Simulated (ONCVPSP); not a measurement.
# Mo: generating and testing an ONCV potential

Aim: build the potential from the settings below, then test how well it stands in for the atom: other configurations, scattering, ghost states and the plane-wave cutoff that it needs.

The numbers are computed with ONCVPSP 4.0.1.1 (patched build) (PBE, scalar-relativistic, spin-unpolarised reference atom).

**1. The atom and the settings**

Typed settings, in words:

```json
{
  "element": "molybdenum (Mo, Z = 42)",
  "type": "optimised norm-conserving Vanderbilt (ONCV)",
  "frozen core": "[Ar] 3d10 4s2",
  "valence charge": "12",
  "reference configuration": "4p6 4d5 5s1",
  "partial waves": "5s: rc 2.90 bohr, ncon 3, nbas 6, qcut 2.6 1/bohr, 2 projectors, debl 1.9 Ha; 4p: rc 1.20 bohr, ncon 4, nbas 7, qcut 6 1/bohr, 2 projectors, debl 3.2 Ha; 4d: rc 2.60 bohr, ncon 4, nbas 9, qcut 7.2 1/bohr, 2 projectors, debl 3.4 Ha",
  "local potential": "polynomial inside 0.95 bohr (lpopt 5, dvloc0 2 Ha)",
  "core correction": "Teter function, fcfact 3, rcfact 1"
}
```

The nodes and maxima of the atom's own shells, from an earlier all-electron run, set the scale for the radii.

All-electron outer shells of the reference configuration (PBE, scalar-relativistic, ld1.x):

| shell | level (eV) | outermost node (bohr) | outermost maximum (bohr) |
| --- | --- | --- | --- |
| 4s | -64.35 | 0.51 | 0.99 |
| 4p | -38.49 | 0.52 | 1.08 |
| 5s | -4.09 | 1.34 | 2.93 |
| 4d | -3.75 | 0.53 | 1.38 |
| 5p | -1.04 | 1.54 | 4.11 |

**2. The generation run**

Contents of Mo.dat:

```
# ATOM AND REFERENCE CONFIGURATION
# atsym  z   nc   nv     iexc    psfile
  Mo 42.00    7    3        4      upf
#
#   n    l    f
    1    0    2.00
    2    0    2.00
    2    1    6.00
    3    0    2.00
    3    1    6.00
    3    2   10.00
    4    0    2.00
    4    1    6.00
    4    2    5.00
    5    0    1.00
#
# PSEUDOPOTENTIAL AND OPTIMIZATION
# lmax
    2
#
#   l,   rc,      ep,       ncon, nbas, qcut
    0    2.90    0.00    3    6    2.60
    1    1.20    0.00    4    7    6.00
    2    2.60    0.00    4    9    7.20
#
# LOCAL POTENTIAL
# lloc, lpopt,  rc(5),   dvloc0
    4    5    0.95    2.00
#
# VANDERBILT-KLEINMAN-BYLANDER PROJECTORs
# l, nproj, debl
    0    2    1.90
    1    2    3.20
    2    2    3.40
#
# MODEL CORE CHARGE
# icmod, fcfact, rcfact
    3    3.00    1.00
#
# LOG DERIVATIVE ANALYSIS
# epsh1, epsh2, depsh
   -3.00    5.00    0.02
#
# OUTPUT GRID
# rlmax, drl
    6.00    0.01
#
# TEST CONFIGURATIONS
# ncnf
    4
# nvcnf
#   n    l    f
    3
    4    1    6.00
    4    2    5.00
    5    0    0.00
#
    3
    4    1    6.00
    4    2    4.00
    5    0    0.00
#
    3
    4    1    6.00
    4    2    3.00
    5    0    0.00
#
    3
    4    1    6.00
    4    2    5.50
    5    0    0.50
#
```

Command:

```bash
$ oncvpsp.x < Mo.dat > Mo.out
```

Before running it: what results should come out? Wanted: cutoffs for 1 and 0.1 mHa per electron, occupied waves; bound ghosts; GHOST(+) flags; largest test error; largest phase difference near zero energy, channels read; rms error of d²Exc/dn², without and with the model core.

**Answer**, as computed:

| quantity | value |
| --- | --- |
| cutoffs for 1 and 0.1 mHa per electron, occupied waves | 82 Ha and 102 Ha |
| bound ghosts | s at -191.66 eV |
| GHOST(+) flags | s at 65 eV |
| largest test error (AE − PS) | +91 meV, for 4p6 4d3 5s0 |
| largest phase difference near zero energy, channels read | 0.002 rad |
| rms error of d²Exc/dn², without and with the model core | 3.00 and 2.52 mHa |

A bound ghost (s) makes it unfit for use: electrons can fall into a state that the atom doesn't have. The worst unpolarised test, 4p6 4d3 5s0, is off by 91 meV on 49.1 eV; by total energies transferability rates as fair. That test lies far up in energy; among those under 40 eV, nearer to bonding, the largest error is 18 meV. It counts as very hard, with 82 Ha needed at the looser tolerance. At the looser tolerance the 4p wave is the slowest; 4d needs 15 Ha. Near zero energy the phases of the channels with partial waves agree within 0.002 rad. The program also flags highly localised states, GHOST(+) (s).
